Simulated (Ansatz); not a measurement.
Task: vertical and adiabatic energies of changing the electron count of H5Si2Te, SMILES [SiH2][Te][SiH3], with Ansatz's Python interface. Give the script and its output. Settings (for the species named): CAM-B3LYP, def2-SVP basis, multiplicity 2.

```xyz
8

Si   -1.1333    1.3416   -0.7372
Te    1.1916    0.7030   -1.0029
Si    0.8810   -0.9449    0.8193
H    -1.9730    0.2229   -0.9381
H    -1.5083    2.3978   -1.7751
H     0.5243   -0.2292    2.0642
H     2.2078   -1.6575    1.0551
H    -0.0979   -1.8908    0.4590
```

The script, `h5si2te_adiabatic.py`:
```python
import itertools

import ansatz as az
from ase.data import atomic_numbers, covalent_radii
import numpy as np

BASIS = "def2-SVP"
XC = "cam_b3lyp"
NET_CHARGE = 1

system = (
    az.Crystal.molecule()
    .atom("Si", (-1.1333, 1.3416, -0.7372))
    .atom("Te", (1.1916, 0.703, -1.0029))
    .atom("Si", (0.881, -0.9449, 0.8193))
    .atom("H", (-1.973, 0.2229, -0.9381))
    .atom("H", (-1.5083, 2.3978, -1.7751))
    .atom("H", (0.5243, -0.2292, 2.0642))
    .atom("H", (2.2078, -1.6575, 1.0551))
    .atom("H", (-0.0979, -1.8908, 0.459))
)

base = system.calculation().basis(gaussian=BASIS).functional(XC).spin("collinear", total=1)
symbols = [site.symbol for site in system.cartesian_sites]
start = np.array([site.position_ang for site in system.cartesian_sites], dtype=float)
rep = base.relax(force_tolerance=0.01, max_steps=100).run().report
end = np.array(rep["positions_ang"])

minimum = az.Crystal.molecule()
for symbol, place in zip(symbols, end):
    minimum = minimum.atom(symbol, place.tolist())
ion = (
    minimum.calculation()
    .basis(gaussian=BASIS)
    .functional(XC)
    .charge(NET_CHARGE)
)
vertical = ion.run().report
settled = ion.relax(force_tolerance=0.01, max_steps=80).run().report
print(f"vertical ionisation energy   {vertical['free_energy_ev'] - rep['free_energy_ev']:.3f} eV")
print(f"adiabatic, no zero point     {settled['free_energy_ev'] - rep['free_energy_ev']:.3f} eV")
print(f"relaxation energy of the ion {vertical['free_energy_ev'] - settled['free_energy_ev']:.3f} eV")
ionised = np.array(settled["positions_ang"])
radius = [covalent_radii[atomic_numbers[s]] for s in symbols]
span = lambda where, i, j: np.linalg.norm(where[i] - where[j])
bonded = [(i, j) for i, j in itertools.combinations(range(len(symbols)), 2) if min(span(end, i, j), span(ionised, i, j)) < 1.2 * (radius[i] + radius[j])]
print("pair        before    after (A)")
for i, j in bonded:
    print(f"{symbols[i]}{i}-{symbols[j]}{j}".ljust(10), f"{span(end, i, j):8.4f} {span(ionised, i, j):8.4f}")
```

```console
$ python h5si2te_adiabatic.py
vertical ionisation energy   7.818 eV
adiabatic, no zero point     6.930 eV
relaxation energy of the ion 0.887 eV
pair        before    after (A)
Si0-Te1      2.4942   2.3497
Si0-H3       1.4951   1.4771
Si0-H4       1.4921   1.4757
Te1-Si2      2.5125   2.6040
Si2-H5       1.4857   1.4768
Si2-H6       1.4852   1.4769
Si2-H7       1.4863   1.4795
```

Caveats:
- These settings explore the input space; basis and method may be short of convergence.
- The energies are electronic: no zero-point or thermal terms, and the basis set is short of its limit. The product may relax into another structure. Each relaxation finds its nearest minimum, which needn't be the lowest.
- def2 sets replace the cores of elements past krypton by effective core potentials.
- The run takes the species as open-shell (spin multiplicity 2), which needn't be its ground state.
- Only the spin states typed were run; another state of an ion can lie lower, by up to an eV or two.
- It ran for 3.7 min on 1 thread of Arm Neoverse V1, on a shared host, peak memory 0.4 GiB.
